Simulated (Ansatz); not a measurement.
# BrFH₂OSi (SMILES O[SiH](F)Br): a rigid scan of the angle F3–Si2–H6

Aim: the energy along the angle F3–Si2–H6, from CCSD(T) and from cheaper methods, relative to the minimum. No other atom is relaxed.

Method: single points in def2-TZVPP; program: Ansatz 0.2.0, Gaussian basis.

Levels: PBE-D4, r2SCAN-D4, PBE0-D4, B3LYP-D4, wB97M-V, Hartree-Fock, MP2, CCSD, CCSD(T). The scan takes 79.0, 86.5, 94.0, 101.5, 109.0, 116.5, 124.0, 131.5, 139.0°.

Cores are frozen in the correlated methods. Filled d shells of the heavier atoms are correlated. B3LYP uses VWN-RPA correlation.

28 further runs of the same task are left out: 28 set aside as unsound or not needed.

## (1) Starting geometry

The minimum, relaxed at PBE0-D4: SMILES `O[SiH](F)Br`, 6 atoms, charge 0, spin multiplicity 1.

Atoms are counted from 1 here; the program's logs count them from 0.

Bond lengths: O1–Si2 1.618 Å, O1–H5 0.959 Å, Si2–F3 1.586 Å, Si2–Br4 2.205 Å, Si2–H6 1.466 Å. Angles: Si2–O1–H5 119.8°, O1–Si2–F3 111.1°, O1–Si2–Br4 111.2°, O1–Si2–H6 108.1°, F3–Si2–Br4 106.3°, F3–Si2–H6 109.0°, Br4–Si2–H6 111.1°.

As a file:

```
atom     x (Å)     y (Å)     z (Å)
  O1   0.71033   1.06087  -0.33984
 Si2   0.09382  -0.33871   0.18807
  F3   0.22899  -1.47384  -0.91192
 Br4  -2.06021  -0.14865   0.62187
  H5   0.23016   1.57799  -0.98891
  H6   0.83891  -0.74155   1.38454
```

Energies of the minimum (eV), from earlier single points: PBE-D4 -82708.22344, r2SCAN-D4 -82724.42079, PBE0-D4 -82711.43632, B3LYP-D4 -82729.07210, wB97M-V -82721.93025, CCSD(T) -82668.53756.

At the minimum the angle F3–Si2–H6 is 109.0°.

## (2) F3–Si2–H6 = 79.0°

Input file ccsdt-tzvpp/in.yaml:

```yaml
crystal:
  periodic: [false, false, false]
  atoms:
    - {symbol: O, position_ang: [0.710328, 1.060870, -0.339843]}
    - {symbol: Si, position_ang: [0.093820, -0.338710, 0.188069]}
    - {symbol: F, position_ang: [0.660953, -1.748115, -0.268766]}
    - {symbol: Br, position_ang: [-2.060206, -0.148653, 0.621869]}
    - {symbol: H, position_ang: [0.230164, 1.577987, -0.988915]}
    - {symbol: H, position_ang: [0.838907, -0.741555, 1.384537]}
basis:
  gaussian: {orbitals: def2-TZVPP}
correlation: {method: ccsd_t}
```

No record of the launch command was kept for these runs.

Further steps of the session: F3–Si2–H6 = 86.5°; F3–Si2–H6 = 94.0°; F3–Si2–H6 = 101.5°; F3–Si2–H6 = 109.0°; F3–Si2–H6 = 116.5°; F3–Si2–H6 = 124.0°; F3–Si2–H6 = 131.5°; F3–Si2–H6 = 139.0°.

What does the calculation give? Wanted: highest point, CCSD(T); lowest point, CCSD(T); minimum along the scan, CCSD(T); RMS deviation from CCSD(T); largest T1 diagnostic.

**Answer**, as computed:

| quantity | value |
| --- | --- |
| highest point, CCSD(T) | 1.015 eV at 79.0° |
| lowest point, CCSD(T) | 0.000 eV at 109.0° |
| minimum along the scan, CCSD(T) | 108.7° |
| curvature there | 1.98 meV/deg² |
| RMS deviation from CCSD(T) | PBE-D4 0.041, r2SCAN-D4 0.017, PBE0-D4 0.020, B3LYP-D4 0.015, wB97M-V 0.023, Hartree-Fock 0.062, MP2 0.003, CCSD 0.009 eV |
| largest T1 diagnostic | 0.010 |

A polynomial through the near points puts the CCSD(T) minimum 0.3° below the PBE0-D4 value. Curvature against CCSD(T): PBE-D4 -7 %, Hartree-Fock +9 %. MP2 follows the CCSD(T) curve best and Hartree-Fock worst.
